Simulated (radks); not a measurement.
# Ionisation of Si³⁺: one atom, several choices of exchange strength α

The task here is to estimate one member of a computed series from the others.

The numbers are computed with radks (a radial shooting solver on a logarithmic mesh, Libxc functionals) version 1 (scalar-relativistic Kohn-Sham, spin-polarised, spherical densities, finite nucleus; open shells are filled with parallel spins first), except any that are marked as measured or tabulated.

## The system

| Property | Result |
| --- | --- |
| element | silicon (Z = 14) |
| charge | +3 |
| electrons | 11 |
| configuration | [Ne] 3s1 |
| ion | Si⁴⁺, [Ne] |
| choices | α = 0.619; α = 0.667; α = 0.757; α = 0.76; α = 0.767; α = 0.894; α = 0.983 |

Outer shells as boxes (Hund's rule):

Si³⁺
```
[Ne] core
3s [↑ ]
```

Si⁴⁺
```
[He] core
2s [↑↓]
2p [↑↓][↑↓][↑↓]
```

The first run:

Input:

```text
Z 14
configuration [Ne] 3s1
relativity scalar-relativistic
functional xalpha 0.619
spin polarised
nucleus finite rms 3.1224 fm
c 137.035999084
```

Steps of the session up to this table: α = 0.619: Si³⁺.

One of the session's tables, all rows but one given; the rest of the session is left out.

It belongs to the step «α = 0.619: Si³⁺». From the orbitals of this run (lengths in bohr):

```
  level     <r>  outermost maximum (interpolated)  90 % within  nodes
  1s up  0.1118                            0.0729        0.200      0
1s down  0.1118                            0.0729        0.200      0
  2s up  0.5715                             0.457        0.902      1
2s down       ?                                 ?            ?      ?
  2p up  0.5394                             0.388        0.908      0
2p down  0.5372                             0.387        0.903      0
  3s up   1.860                              1.64         2.75      2
3s down   1.861                              1.62         2.78      2
```

Estimate the missing values for 2s down.

**Answer.** <r>: 0.5703; outermost maximum (interpolated): 0.457; 90 % within: 0.899; nodes: 1. In the column «<r>» it lies between 2p up (0.5394) and 2s up (0.5715).
